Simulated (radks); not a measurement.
# Ionising lutetium step by step, Lu⁴⁸⁺ to Lu⁷⁰⁺

The task here is to estimate one member of a computed series from the others.

Program: radks (a radial shooting solver on a logarithmic mesh, Libxc functionals) version 1. Level of theory: Dirac Kohn-Sham, exchange-only PBE, spin-unpolarised, spherical densities, finite nucleus; open shells fill j = l - 1/2 first. These are calculated values, not measurements, unless marked.

## What is computed

| Property | Result |
| --- | --- |
| element | lutetium (Z = 71) |
| charges | 48 to 70 |
| first configuration | [Ar] 3d5 |
| last configuration | 1s1 |

Set-up of the first run:

Input:

```text
Z 71
configuration [Ar] 3d5
relativity Dirac
functional pbe,
spin unpolarised
j_filling energy
nucleus finite rms 5.37 fm
c 137.035999084
```

Among the steps run: Lu⁴⁸⁺, [Ar] 3d5.

One of the session's tables, all rows but one given; the rest of the session is left out.

It belongs to the step «Lu⁴⁸⁺, [Ar] 3d5». Sizes of the orbitals, from the radial functions (bohr):

| level | <r> | outermost maximum (interpolated) | 90 % within | nodes |
| --- | --- | --- | --- | --- |
| 2s1/2 | 0.08083 | 0.0693 | 0.126 | 1 |
| 2p1/2 | 0.06705 | 0.0518 | 0.111 | 0 |
| 2p3/2 | 0.07453 | 0.0583 | 0.121 | 0 |
| 3s1/2 | ? | ? | ? | ? |
| 3p1/2 | 0.1918 | 0.178 | 0.287 | 1 |
| 3p3/2 | 0.2039 | 0.190 | 0.303 | 1 |
| 3d3/2 | 0.1766 | 0.148 | 0.272 | 0 |
| 3d5/2 | 0.1804 | 0.151 | 0.276 | 0 |

Q: Estimate the row for 3s1/2 from the others.

The run gave: <r>: 0.2028; outermost maximum (interpolated): 0.191; 90 % within: 0.296; nodes: 2. In the column «<r>» it lies between 3p1/2 (0.1918) and 3p3/2 (0.2039).

To keep in mind: Spin polarisation and multiplet splitting are left out, so open shells lie too high by an amount that depends on their filling.
